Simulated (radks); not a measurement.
# Cl in [Ne] 3s2 3p5: an all-electron calculation

One table from this session's results is given with a row withheld; the runs are named, their logs left out.

The numbers are computed with radks (a radial shooting solver on a logarithmic mesh, Libxc functionals) version 1 (scalar-relativistic Kohn-Sham, PBE, spin-polarised, spherical densities, finite nucleus; open shells are filled with parallel spins first), except any that are marked as measured or tabulated.

## Starting point

```
element            : chlorine (Z = 17)
charge             : 0
electrons          : 17
configuration      : [Ne] 3s2 3p5
nuclear rms radius : 3.3654 fm
```

The outer shells:

Cl
```
[Ne] core
3s [↑↓]
3p [↑↓][↑↓][↑ ]
```

Set-up of the first run:

The run's settings:

```text
Z 17
configuration [Ne] 3s2 3p5
relativity scalar-relativistic
functional pbe,pbe
spin polarised
nucleus finite rms 3.3654 fm
c 137.035999084
```

One table of the session follows, with a row left open; its other results are not shown here.

It belongs to the step «Shells». Radial moments (bohr):

| level | <r> | outermost maximum (interpolated) | 90 % within | nodes |
| --- | --- | --- | --- | --- |
| 1s up | 0.09097 | 0.0595 | 0.162 | 0 |
| 1s down | 0.09097 | 0.0595 | 0.162 | 0 |
| 2s up | 0.4442 | 0.362 | 0.695 | 1 |
| 2s down | 0.4442 | 0.362 | 0.695 | 1 |
| 2p up | 0.4069 | 0.302 | 0.676 | 0 |
| 2p down | 0.4069 | 0.302 | 0.676 | 0 |
| 3s up | 1.533 | 1.28 | 2.33 | 2 |
| 3s down | ? | ? | ? | ? |
| 3p up | 1.831 | 1.43 | 2.90 | 1 |
| 3p down | 1.859 | 1.43 | 2.97 | 1 |

**Question.** Estimate the row for 3s down.

**Answer.** <r>: 1.539; outermost maximum (interpolated): 1.28; 90 % within: 2.34; nodes: 2. In the column «<r>» it lies between 3s up (1.533) and 3p up (1.831).

Limits of these values: Open shells are spherical and high-spin; term and fine-structure splittings are not resolved.
